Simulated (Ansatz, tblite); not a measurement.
# The cluster W₂Cl₄−: rung by rung

An exercise on one series of results from a longer session: the logs are not shown, and one member is left open.

The runs use Ansatz 0.2.0, Gaussian basis; as each input shows.

The runs, in order: GFN1-xTB, GFN2-xTB, PBE-D4/def2-TZVPD, r2SCAN-D4/def2-TZVPD, CAM-B3LYP-D4/def2-TZVPD, revPBE-D4/def2-TZVPD, BLYP-D4/def2-TZVPD, MP2/def2-TZVPD, RPA/def2-TZVPD.

2 further runs of the same task are left out: 2 set aside as unsound or not needed. Runs told in other sessions of the task aren't counted.

## The geometry

The doublet was relaxed beforehand with PBE-D4/def2-SVPD. At that level it is the lowest of the isomers that a small search found.

6 atoms, charge -1, spin multiplicity 2.

Bond lengths: W1–W2 2.195 Å, W1–Cl3 2.361 Å, W1–Cl5 2.361 Å, W2–Cl4 2.361 Å, W2–Cl6 2.361 Å. Angles: W2–W1–Cl3 107.3°, W2–W1–Cl5 107.2°, Cl3–W1–Cl5 145.5°, W1–W2–Cl4 107.3°, W1–W2–Cl6 107.2°, Cl4–W2–Cl6 145.5°.

W takes a core potential in the def2 sets. No spin-orbit coupling is included. The ion is computed in the gas phase, without counter-ions or solvent.

PBE0-D4/def2-TZVPD was run before; its log isn't repeated, and its numbers join the tables.

The first run:

Tight binding, by tblite at 300 K electronic temperature and without a spin-polarisation term:

```python
tblite.interface.Calculator('GFN1-xTB', numbers, positions, charge=-1, uhf=1).singlepoint()
```

Tight binding, by tblite at 300 K electronic temperature and without a spin-polarisation term:

```python
tblite.interface.Calculator('GFN2-xTB', numbers, positions, charge=-1, uhf=1).singlepoint()
```

start.molden holds the orbitals of an earlier run on this state, given as this run's starting guess.

in.yaml

```yaml
crystal:
  periodic: [false, false, false]
  atoms:
    - {symbol: W, position_ang: [-0.938127, -0.564047, 0.079238]}
    - {symbol: W, position_ang: [0.938136, 0.564027, -0.079233]}
    - {symbol: Cl, position_ang: [-1.436294, -1.400326, -2.071923]}
    - {symbol: Cl, position_ang: [1.824385, 0.758844, 2.100571]}
    - {symbol: Cl, position_ang: [-1.636872, -0.447329, 2.331602]}
    - {symbol: Cl, position_ang: [1.248772, 1.088831, -2.360255]}
basis:
  gaussian: {orbitals: def2-TZVPD, initial_orbitals: start.molden}
total_charge: -1
magnetization: {spin_polarized: true, initial_magnetization: 1}
hamiltonian: {xc: pbe, dispersion: d4}
scf: {omitted_lower_state_checks: [starts]}
output: {forces: true, orbitals: {seedname: orbitals}}
```

Run with:

```bash
$ ansatz run in.yaml --threads 4 --pin off --events-out ev --progress --plain --max-ram 4787MiB
```

Among the steps run: PBE-D4/def2-TZVPD; r2SCAN-D4/def2-TZVPD; CAM-B3LYP-D4/def2-TZVPD; revPBE-D4/def2-TZVPD; BLYP-D4/def2-TZVPD; MP2/def2-TZVPD; RPA/def2-TZVPD.

One table of the session follows, with a row left open; its other results are not shown here.

```
                  level  HOMO (eV)  LUMO (eV)  gap (eV)
      PBE-D4/def2-TZVPD      -0.73       0.01      0.75
   revPBE-D4/def2-TZVPD      -0.68       0.12      0.81
     BLYP-D4/def2-TZVPD          ?          ?         ?
   r2SCAN-D4/def2-TZVPD      -0.84       0.28      1.12
     PBE0-D4/def2-TZVPD      -1.52       0.78      2.30
CAM-B3LYP-D4/def2-TZVPD      -2.71       1.94      4.65
```

Estimate the missing values for BLYP-D4/def2-TZVPD.

**Answer.** HOMO (eV): -0.55; LUMO (eV): 0.11; gap (eV): 0.67. In the column «HOMO (eV)» it is the highest.
